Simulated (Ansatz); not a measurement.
# CH₄AlClOSi: how energies converge with the basis set

An exercise on one series of results from a longer session: the logs are not shown, and one member is left open.

Method: one geometry, several basis sets; program: Ansatz 0.2.0, Gaussian basis.

Plan: PBE0-D4/def2-SVP; ωB97M-V/def2-SVP; PBE0-D4/def2-QZVPP; ωB97M-V/def2-QZVPP; the functionals' def2-TZVPP values are taken from earlier runs.

## The relaxed structure

The geometry comes from an earlier relaxation with PBE0-D4 in a triple-zeta def2 set; it is a stationary point, not always the lowest conformer.

SMILES `[Cl][AlH][SiH]1CO1`, 9 atoms, charge 0, spin multiplicity 1.

Atoms are counted from 1 here; the program's logs count them from 0.

Bond lengths: Cl1–Al2 2.096 Å, Al2–Si3 2.433 Å, Al2–H6 1.579 Å, Si3–C4 1.827 Å, Si3–O5 1.686 Å, Si3–H7 1.488 Å, C4–O5 1.446 Å, C4–H8 1.088 Å, C4–H9 1.089 Å. Angles: Cl1–Al2–Si3 114.2°, Cl1–Al2–H6 118.2°, Si3–Al2–H6 127.5°, Al2–Si3–C4 119.0°, Al2–Si3–O5 114.9°, Al2–Si3–H7 121.4°, C4–Si3–O5 48.4°, C4–Si3–H7 117.1°, O5–Si3–H7 113.9°, Si3–C4–O5 60.7°, Si3–C4–H8 121.9°, Si3–C4–H9 119.9°, O5–C4–H8 113.8°, O5–C4–H9 113.6°, H8–C4–H9 114.4°, Si3–O5–C4 70.9°.

Set-up of the first run:

The input, in.yaml:

```yaml
crystal:
  periodic: [false, false, false]
  atoms:
    - {symbol: Cl, position_ang: [-2.401717, 1.760118, 0.717861]}
    - {symbol: Al, position_ang: [-0.392496, 1.549226, 1.277314]}
    - {symbol: Si, position_ang: [0.734249, -0.351592, 0.258019]}
    - {symbol: C, position_ang: [0.084380, -1.029639, -1.309572]}
    - {symbol: O, position_ang: [-0.257155, -1.676491, -0.062504]}
    - {symbol: H, position_ang: [0.231013, 2.631971, 2.242043]}
    - {symbol: H, position_ang: [2.127770, -0.717309, 0.629648]}
    - {symbol: H, position_ang: [-0.766233, -0.582489, -1.819942]}
    - {symbol: H, position_ang: [0.728789, -1.629994, -1.949868]}
basis:
  gaussian: {orbitals: def2-SVP}
hamiltonian: {xc: pbe0, dispersion: d4}
output: {orbitals: {seedname: orbitals}}
```

Steps of the session up to this table: PBE0-D4 in def2-SVP; ωB97M-V in def2-SVP; PBE0-D4 in def2-QZVPP; ωB97M-V in def2-QZVPP.

One of the session's tables, all rows but one given; the rest of the session is left out.

It belongs to the step «Functionals by basis». 

| functional | basis | HOMO (eV) | LUMO (eV) |
| --- | --- | --- | --- |
| PBE0-D4 | def2-SVP | -7.38 | -2.35 |
| PBE0-D4 | def2-TZVPP | -7.43 | -2.46 |
| PBE0-D4 | def2-QZVPP | ? | ? |
| ωB97M-V | def2-SVP | -9.45 | -0.60 |
| ωB97M-V | def2-TZVPP | -9.53 | -0.77 |
| ωB97M-V | def2-QZVPP | -9.55 | -0.86 |

**Question.** Estimate the row for PBE0-D4, def2-QZVPP.

**Answer.** HOMO (eV): -7.46; LUMO (eV): -2.50. In the column «HOMO (eV)» it lies between ωB97M-V, def2-SVP (-9.45) and PBE0-D4, def2-TZVPP (-7.43).
